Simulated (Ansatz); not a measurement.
# Zr3S2: the cost of one run

Program: Ansatz 0.2.0. Level of theory: DFT PBE, scalar-relativistic, plane waves, PAW. These are calculated values, not measurements.

2 further runs of the same task are left out: 1 that didn't finish, 1 set aside as unsound or not needed.

**1. The structure to begin with**

The structure is trigonal, space group R32 (No. 155). The conventional cell has a = 5.805 Å, b = 5.805 Å, c = 10.463 Å, α = 90.00°, β = 90.00°, γ = 120.00°. Zr (site symmetry 2) has 4 S at 2.61 to 2.62 Å as nearest neighbours. S (site symmetry 3) has 6 Zr at 2.61 to 2.62 Å as nearest neighbours.

Coordinates:

```cif
data_structure
_symmetry_space_group_name_H-M 'P 1'
_symmetry_Int_Tables_number 1
_cell_length_a 4.8371
_cell_length_b 4.8371
_cell_length_c 4.8371
_cell_angle_alpha 73.748
_cell_angle_beta 73.748
_cell_angle_gamma 73.748
_cell_volume 101.79
loop_
_atom_site_label
_atom_site_type_symbol
_atom_site_fract_x
_atom_site_fract_y
_atom_site_fract_z
_atom_site_occupancy
Zr1 Zr 0.16127 0.83873 0.50000 1
Zr2 Zr 0.50000 0.16127 0.83873 1
Zr3 Zr 0.83873 0.50000 0.16127 1
S1 S 0.33498 0.33498 0.33498 1
S2 S 0.66502 0.66502 0.66502 1
```

The start is a polymorph listed in a database, not an invented cell.

**2. The guess as it stands, on a coarse mesh**

input.yaml

```yaml
crystal:
  lattice:
    - [2.90253806, 1.67578113, 3.48777318]
    - [-2.90253806, 1.67578113, 3.48777318]
    - [0.0, -3.35156226, 3.48777318]
  atoms:
    - { symbol: Zr, position: [0.161273, 0.838727, 0.5] }
    - { symbol: Zr, position: [0.5, 0.161273, 0.838727] }
    - { symbol: Zr, position: [0.838727, 0.5, 0.161273] }
    - { symbol: S, position: [0.334977, 0.334977, 0.334977] }
    - { symbol: S, position: [0.665023, 0.665023, 0.665023] }
basis:
  ecutwfc: 420
kpoints:
  mp_grid: { grid: [6, 6, 6] }
hamiltonian:
  xc: pbe
scf:
  occupations: { method: gaussian, width: 0.1 }
  lower_state_search: "off"
output:
  forces: true
  stress: true
  eigenvalues: true
```

Command:

```sh
ansatz run input.yaml --threads 1 --pin off --max-ram 2560MiB --backend cpu --events-out ev --progress --plain --runs-dir out
```

**Question.** How long does this run take on 1 thread of Intel Xeon at 2.70GHz, shared host, and how much memory does it need?

About 9.4 s, with a peak of 0.38 GiB.
